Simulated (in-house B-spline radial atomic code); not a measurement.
# W²⁺ in a hard spherical wall

Aim: energy and levels of W²⁺ squeezed by an impenetrable sphere of shrinking radius. More than one configuration is followed.

Method: non-relativistic Hartree-Fock, average of configuration, point nucleus, basis-set limit. Code: in-house B-spline radial atomic code version 1.

**1. What is computed**

- element: tungsten (Z = 74)
- charge: +2
- electrons: 72
- configuration: [Xe] 4f14 5d4
- Hamiltonian: non-relativistic
- nucleus: point

The outer shells:

[Xe] 4f14 5d4
```
[Xe] core
4f [↑↓][↑↓][↑↓][↑↓][↑↓][↑↓][↑↓]
5d [↑ ][↑ ][↑ ][↑ ][  ]
```

The boxes draw the filling by Hund's rule, which heavy ions in jj coupling don't follow; these runs average over all states of the configuration.

The run's settings:

```ini
Z = 74
electrons = 72.0
configuration = [Xe] 4f14 5d4
hamiltonian = nr
method = hf
spin_polarised = False
```

From the earlier run of the reference: total energy -15286.769419 hartree. Levels, eight at most:

```csv
orbital,occupation,energy (eV),<r> (bohr)
3d,10,-1908.85,0.1840
4s,2,-548.50,0.4883
4p,6,-457.53,0.4960
4d,10,-292.39,0.5138
5s,2,-94.572,1.184
4f,14,-75.166,0.5808
5p,6,-65.418,1.305
5d,4,-25.717,1.825
```

**2. Wall at 5.35 bohr, configuration [Xe] 4f14 5d4**

The run's settings:

```ini
Z = 74
electrons = 72.0
configuration = [Xe] 4f14 5d4
hamiltonian = nr
method = hf
spin_polarised = False
wall_radius = 5.35
```

**3. Wall at 2.98 bohr, configuration [Xe] 4f14 5d4**

The settings differ from step 2 so:

```diff
@@ -6,2 +6,2 @@
 spin_polarised = False
-wall_radius = 5.35
+wall_radius = 2.98
```

**4. Wall at 1.85 bohr, configuration [Xe] 4f14 5d4**

The settings differ from step 3 so:

```diff
@@ -6,2 +6,2 @@
 spin_polarised = False
-wall_radius = 2.98
+wall_radius = 1.85
```

**5. Wall at 5.35 bohr, configuration [Kr] 4d10 4f14 5s2 5p5 5d5**

The run's settings:

```ini
Z = 74
electrons = 72.0
configuration = [Kr] 4d10 4f14 5s2 5p5 5d5
hamiltonian = nr
method = hf
spin_polarised = False
wall_radius = 5.35
```

**6. Wall at 2.98 bohr, configuration [Kr] 4d10 4f14 5s2 5p5 5d5**

The settings differ from step 5 so:

```diff
@@ -6,2 +6,2 @@
 spin_polarised = False
-wall_radius = 5.35
+wall_radius = 2.98
```

**7. Wall at 1.85 bohr, configuration [Kr] 4d10 4f14 5s2 5p5 5d5**

The settings differ from step 6 so:

```diff
@@ -6,2 +6,2 @@
 spin_polarised = False
-wall_radius = 2.98
+wall_radius = 1.85
```

**8. Wall at 5.35 bohr, configuration [Xe] 4f14 5d3 5f1**

The run's settings:

```ini
Z = 74
electrons = 72.0
configuration = [Xe] 4f14 5d3 5f1
hamiltonian = nr
method = hf
spin_polarised = False
wall_radius = 5.35
```

**9. Wall at 2.98 bohr, configuration [Xe] 4f14 5d3 5f1**

The settings differ from step 8 so:

```diff
@@ -6,2 +6,2 @@
 spin_polarised = False
-wall_radius = 5.35
+wall_radius = 2.98
```

**10. Wall at 1.85 bohr, configuration [Xe] 4f14 5d3 5f1**

The settings differ from step 9 so:

```diff
@@ -6,2 +6,2 @@
 spin_polarised = False
-wall_radius = 2.98
+wall_radius = 1.85
```

**Question.** What do the energy and the highest level do as the wall closes in, and which configuration is lower at each radius?

The runs gave:

| configuration | radius (bohr) | energy above the free system (eV) | pressure (GPa) | highest level (eV) |
| --- | --- | --- | --- | --- |
| [Xe] 4f14 5d4 | 5.35 | 0.178 | 1.07 | -25.537 (5d) |
| [Xe] 4f14 5d4 | 2.98 | 20.093 | 429 | -17.815 (5d) |
| [Xe] 4f14 5d4 | 1.85 | 344.93 | 25053 | 40.504 (5d) |
| [Kr] 4d10 4f14 5s2 5p5 5d5 | 5.35 | 38.202 | 1.15 | -26.305 (5d) |
| [Kr] 4d10 4f14 5s2 5p5 5d5 | 2.98 | 60.568 | 475 | -18.119 (5d) |
| [Kr] 4d10 4f14 5s2 5p5 5d5 | 1.85 | 401.61 | 25861 | 40.966 (5d) |
| [Xe] 4f14 5d3 5f1 | 5.35 | 22.382 | 10.8 | -2.603 (5f) |
| [Xe] 4f14 5d3 5f1 | 2.98 | 61.509 | 599 | 23.929 (5f) |
| [Xe] 4f14 5d3 5f1 | 1.85 | 422.26 | 26392 | 117.63 (5f) |

What this shows: For [Xe] 4f14 5d4 the energy above the free reference is 0.178 eV at 5.35 bohr and 344.93 eV at 1.85 bohr, where the electrons press on it with 25053 GPa. Its highest level passes zero between 2.98 and 1.85 bohr; in smaller spheres the level is positive, pushed up by confinement, and the wall keeps the electron in. Of [Xe] 4f14 5d4 and [Kr] 4d10 4f14 5s2 5p5 5d5, the first stays lower at every radius that both share. At 1.85 bohr the lowest of all 3 is [Xe] 4f14 5d4. A hard wall is a crude model of an atom's surroundings.
